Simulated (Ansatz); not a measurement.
# CH5BN2O: a ladder of functionals and wavefunction methods

Aim: compute CH5BN2O with functionals from several rungs and with coupled cluster. The yardstick is the atomisation energy at the CCSD(T) limit.

Computed with Ansatz 0.2.0, Gaussian basis. Level: functionals in def2-TZVPP, the program's frozen cores in correlated methods.

The runs, in order: LDA (SPW92), PBE-D4, revPBE-D4, BLYP-D4, r2SCAN-D4, B97M-V, PBE0-D4, B3LYP-D4, r2SCANh-D4, r2SCAN0-D4, HSE06-D4, BHLYP-D4, CAM-B3LYP-D4, LC-ωPBE, ωB97X-V, ωB97M-V, B2PLYP, PBE-QIDH; CCSD(T)/def2-SVP; CCSD(T)/def2-TZVPP; MP2/def2-QZVPP; extrapolation to the limit; RPA on PBE.

## 1. The relaxed structure

An earlier PBE0-D4 in a triple-zeta def2 set relaxation fixed the geometry.

SMILES `N=C(N)BO`, 10 atoms, charge 0, spin multiplicity 1.

Atoms are counted from 1 here; the program's logs count them from 0.

Bond lengths: N1–C2 1.280 Å, N1–H6 1.017 Å, C2–N3 1.368 Å, C2–B4 1.581 Å, N3–H7 1.007 Å, N3–H8 1.003 Å, B4–O5 1.347 Å, B4–H9 1.204 Å, O5–H10 0.960 Å. Angles: C2–N1–H6 109.5°, N1–C2–N3 119.9°, N1–C2–B4 124.2°, N3–C2–B4 115.9°, C2–N3–H7 117.4°, C2–N3–H8 119.2°, H7–N3–H8 117.3°, C2–B4–O5 116.9°, C2–B4–H9 122.5°, O5–B4–H9 120.6°, B4–O5–H10 114.0°.

## 2. LDA

This LDA is Slater exchange with PW92 correlation.

in.yaml

```yaml
crystal:
  periodic: [false, false, false]
  atoms:
    - {symbol: N, position_ang: [-1.544683, -0.061184, -0.719965]}
    - {symbol: C, position_ang: [-0.479226, -0.358007, -0.074912]}
    - {symbol: N, position_ang: [-0.356283, -1.588751, 0.510535]}
    - {symbol: B, position_ang: [0.735355, 0.631553, 0.136898]}
    - {symbol: O, position_ang: [0.595159, 1.880940, -0.347446]}
    - {symbol: H, position_ang: [-1.487450, 0.900728, -1.044426]}
    - {symbol: H, position_ang: [-1.043815, -2.285566, 0.272892]}
    - {symbol: H, position_ang: [0.553241, -1.913462, 0.781659]}
    - {symbol: H, position_ang: [1.751308, 0.299646, 0.691182]}
    - {symbol: H, position_ang: [1.359495, 2.442904, -0.203618]}
basis:
  gaussian: {orbitals: def2-TZVPP}
hamiltonian: {xc: lda}
output: {orbitals: {seedname: orbitals}}
```

Started as:

```
$ ansatz run in.yaml --threads 2 --pin off --events-out ev --progress --plain --max-ram 4352MiB
```

After this run come: PBE-D4 (GGA); revPBE-D4 (GGA); BLYP-D4 (GGA); r2SCAN-D4 (meta-GGA); B97M-V (meta-GGA); B3LYP-D4 (hybrid); r2SCANh-D4 (hybrid); r2SCAN0-D4 (hybrid); HSE06-D4 (hybrid); BHLYP-D4 (hybrid); CAM-B3LYP-D4 (range-separated); LC-ωPBE (range-separated); ωB97X-V (range-separated); ωB97M-V (range-separated); B2PLYP (double hybrid); PBE-QIDH (double hybrid); CCSD(T) in def2-SVP; CCSD(T) in def2-TZVPP; MP2 in def2-QZVPP; RPA on PBE orbitals.

**Question.** What will the summary of the whole plan be? Wanted: atomisation energy, CCSD(T)/CBS; farthest beyond LDA; mean size of error, GGA; mean size of error, meta-GGA; mean size of error, hybrid; mean size of error, range-separated; mean size of error, double hybrid; gap, smallest and largest; T1 diagnostic.

**Answer**, as computed:

| quantity | value |
| --- | --- |
| atomisation energy, CCSD(T)/CBS | 3953.6 kJ/mol |
| functionals within 19.8 kJ/mol (0.5 %) | r2SCAN-D4, B97M-V, LC-ωPBE, B2PLYP |
| farthest beyond LDA | PBE-D4 (+160.0 kJ/mol) |
| mean size of error, GGA | 89.8 kJ/mol |
| mean size of error, meta-GGA | 18.2 kJ/mol |
| mean size of error, hybrid | 57.3 kJ/mol |
| mean size of error, range-separated | 33.9 kJ/mol |
| mean size of error, double hybrid | 20.4 kJ/mol |
| gap, smallest and largest | 3.20 eV (LDA (SPW92)), 10.55 eV (LC-ωPBE) |
| T1 diagnostic | 0.0145 |
| triples share of the correlation energy | 4.1 % |

In words: The LDA atomisation energy is off by 688.3 kJ/mol (17 %): it overbinds. PBE-D4 misses by +160.0 kJ/mol. Double hybrids carry the basis error of their MP2 part in triple zeta, and no dispersion term here, so their miss is partly the set-up's. Taken by rung, meta-GGA functionals do best (18.2 kJ/mol on average) and GGA ones worst beyond LDA (89.8 kJ/mol). The gap between the best rungs is small, so their order is not settled. The reference freezes the cores and leaves out relativity and excitations past (T), so misses under about 19.8 kJ/mol can't be ranked. Hartree-Fock recovers 68 % of the binding; the rest is correlation. CCSD(T) in def2-SVP is off by -236.7 kJ/mol, more than most functionals: a good method in a small basis is no reference. Orbital gaps span 3.2 to 10.5 eV; exact exchange widens them.
